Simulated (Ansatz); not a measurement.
# CH₁₂BGaGeSi₂: up Jacob's ladder to CCSD(T)

The task here is to estimate one member of a computed series from the others.

Computed with Ansatz 0.2.0, Gaussian basis. Level: functionals in def2-TZVPP, the program's frozen cores in correlated methods.

Levels to be run: LDA (SPW92), PBE-D4, revPBE-D4, BLYP-D4, r2SCAN-D4, B97M-V, PBE0-D4, B3LYP-D4, r2SCANh-D4, r2SCAN0-D4, HSE06-D4, BHLYP-D4, CAM-B3LYP-D4, LC-ωPBE, ωB97X-V, ωB97M-V, B2PLYP, PBE-QIDH; CCSD(T)/def2-SVP; CCSD(T)/def2-TZVPP; MP2/def2-QZVPP; extrapolation to the limit; RPA on PBE.

**Structure used throughout**

An earlier PBE0-D4 in a triple-zeta def2 set relaxation fixed the geometry.

SMILES `[SiH3][SiH2]B[CH]([GaH2])[GeH3]`, 18 atoms, charge 0, spin multiplicity 1.

Atoms are counted from 1 here; the program's logs count them from 0.

Bond lengths: Si1–Si2 2.348 Å, Si1–H7 1.486 Å, Si1–H8 1.539 Å, Si1–H9 1.485 Å, Si2–B3 2.030 Å, Si2–H10 1.489 Å, Si2–H11 1.491 Å, B3–C4 1.503 Å, B3–H12 1.201 Å, C4–Ga5 2.058 Å, C4–Ge6 1.948 Å, C4–H13 1.095 Å, Ga5–H14 1.571 Å, Ga5–H15 1.562 Å, Ge6–H16 1.539 Å, Ge6–H17 1.544 Å, Ge6–H18 1.540 Å. Angles: Si2–Si1–H7 117.3°, Si2–Si1–H8 107.3°, Si2–Si1–H9 115.9°, H7–Si1–H8 101.3°, H7–Si1–H9 109.6°, H8–Si1–H9 103.4°, Si1–Si2–B3 105.0°, Si1–Si2–H10 107.0°, Si1–Si2–H11 106.9°, B3–Si2–H10 114.9°, B3–Si2–H11 114.7°, H10–Si2–H11 107.7°, Si2–B3–C4 120.6°, Si2–B3–H12 118.1°, C4–B3–H12 120.8°, B3–C4–Ga5 90.7°, B3–C4–Ge6 122.5°, B3–C4–H13 116.9° and more.

The first run:

in.yaml reads:

```yaml
crystal:
  periodic: [false, false, false]
  atoms:
    - {symbol: Si, position_ang: [0.529993, 1.592850, -1.321247]}
    - {symbol: Si, position_ang: [1.852201, 0.680639, 0.390980]}
    - {symbol: B, position_ang: [1.038064, -1.139688, 0.770820]}
    - {symbol: C, position_ang: [-0.454197, -1.318843, 0.805034]}
    - {symbol: Ga, position_ang: [-0.531200, -1.285811, -1.251028]}
    - {symbol: Ge, position_ang: [-1.659975, 0.058920, 1.470494]}
    - {symbol: H, position_ang: [-0.135413, 2.893039, -1.047956]}
    - {symbol: H, position_ang: [-0.685041, 0.665934, -1.506068]}
    - {symbol: H, position_ang: [1.148425, 1.624368, -2.670670]}
    - {symbol: H, position_ang: [3.253734, 0.649150, -0.110195]}
    - {symbol: H, position_ang: [1.800553, 1.636299, 1.534714]}
    - {symbol: H, position_ang: [1.772622, -2.088432, 0.820878]}
    - {symbol: H, position_ang: [-0.827542, -2.316301, 1.058446]}
    - {symbol: H, position_ang: [0.783819, -1.438559, -2.096851]}
    - {symbol: H, position_ang: [-1.958545, -1.566058, -1.821399]}
    - {symbol: H, position_ang: [-1.815440, -0.072240, 2.995672]}
    - {symbol: H, position_ang: [-1.058273, 1.445805, 1.158900]}
    - {symbol: H, position_ang: [-3.053786, -0.021083, 0.819495]}
basis:
  gaussian: {orbitals: def2-TZVPP}
hamiltonian: {xc: lda}
output: {orbitals: {seedname: orbitals}}
```

Command:

```bash
$ ansatz run in.yaml --threads 2 --pin off --events-out ev --progress --plain --max-ram 32768MiB --backend cuda --devices 0, --max-vram 18GiB
```

Steps of the session up to this table: LDA; PBE-D4 (GGA); revPBE-D4 (GGA); BLYP-D4 (GGA); r2SCAN-D4 (meta-GGA); B97M-V (meta-GGA); B3LYP-D4 (hybrid); r2SCANh-D4 (hybrid); r2SCAN0-D4 (hybrid); HSE06-D4 (hybrid); BHLYP-D4 (hybrid); CAM-B3LYP-D4 (range-separated); LC-ωPBE (range-separated); ωB97X-V (range-separated); ωB97M-V (range-separated); B2PLYP (double hybrid); PBE-QIDH (double hybrid).

One of the session's tables, all rows but one given; the rest of the session is left out.

```
  functional  HOMO (eV)  LUMO (eV)  gap (eV)
 LDA (SPW92)      -6.54      -2.57      3.97
      PBE-D4      -6.48      -2.37      4.11
   revPBE-D4      -6.44      -2.28      4.16
     BLYP-D4      -6.36      -2.17      4.19
   r2SCAN-D4      -6.72      -2.15      4.57
      B97M-V          ?          ?         ?
     PBE0-D4      -7.60      -1.52      6.08
    B3LYP-D4      -7.42      -1.66      5.76
  r2SCANh-D4      -7.13      -1.85      5.28
  r2SCAN0-D4      -7.75      -1.40      6.35
    HSE06-D4      -7.20      -1.89      5.32
    BHLYP-D4      -8.64      -0.50      8.14
CAM-B3LYP-D4      -8.88      -0.41      8.47
     LC-ωPBE     -10.16       0.61     10.78
     ωB97X-V      -9.86       0.54     10.40
     ωB97M-V      -9.66       0.30      9.96
```

Q: Estimate the row for B97M-V from the others.

**Answer.** HOMO (eV): -6.87; LUMO (eV): -2.27; gap (eV): 4.61. In the column «HOMO (eV)» it lies between r2SCANh-D4 (-7.13) and r2SCAN-D4 (-6.72).
